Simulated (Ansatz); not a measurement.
# AlB2P3: the cost of one run

Computed with Ansatz 0.2.0 (DFT PBE, scalar-relativistic, plane waves, PAW, unless a step's input says otherwise).

**1. The starting structure**

It takes space group I-4m2 (No. 119, tetragonal). Conventional cell: a = 3.503 Å, b = 3.503 Å, c = 14.860 Å, α = 90.00°, β = 90.00°, γ = 90.00°. Al (site symmetry -4m2) has 4 P at 2.14 Å as nearest neighbours. B (site symmetry 2mm) is surrounded by 4 P at 2.14 Å. P (site symmetry 2mm) is surrounded by 2 Al at 2.14 Å and 2 B at 2.14 Å. P (site symmetry -4m2) is surrounded by 4 B at 2.14 Å.

As a file:

```
Al B P
1.0
    -1.75131    1.75131    7.43017
     1.75131   -1.75131    7.43017
     1.75131    1.75131   -7.43017
Al B P
1 2 3
Direct
  0.00000 0.00000 0.00000
  0.66667 0.66667 0.00000
  0.33333 0.33333 0.00000
  0.58333 0.08333 0.50000
  0.25000 0.75000 0.50000
  0.91667 0.41667 0.50000
```

The start is an ordering of an alloy on its end members' structure types: elements ordered on the sites of the BP type, B/Al on B (I-4m2, No. 119).

**2. The guess as it stands, on a coarse mesh**

input.yaml reads:

```yaml
crystal:
  lattice:
    - [-1.7513075, 1.7513075, 7.43016844]
    - [1.7513075, -1.7513075, 7.43016844]
    - [1.7513075, 1.7513075, -7.43016844]
  atoms:
    - { symbol: Al, position: [0.0, 0.0, 0.0] }
    - { symbol: B, position: [0.66666667, 0.66666667, 0.0] }
    - { symbol: B, position: [0.33333333, 0.33333333, 0.0] }
    - { symbol: P, position: [0.58333333, 0.08333333, 0.5] }
    - { symbol: P, position: [0.25, 0.75, 0.5] }
    - { symbol: P, position: [0.91666667, 0.41666667, 0.5] }
basis:
  ecutwfc: 420
kpoints:
  mp_grid: { grid: [8, 8, 8] }
hamiltonian:
  xc: pbe
scf:
  occupations: { method: gaussian, width: 0.1 }
  lower_state_search: "off"
output:
  forces: true
  stress: true
  eigenvalues: true
```

The run is started by

```sh
> ansatz run input.yaml --threads 1 --pin off --max-ram 2560MiB --backend cpu --events-out ev --progress --plain --runs-dir out
```

Q: Estimate wall time and peak memory on 1 thread of Intel Xeon at 2.50GHz (Skylake/Cascade Lake), shared host.

About 16 s, with a peak of 0.38 GiB.
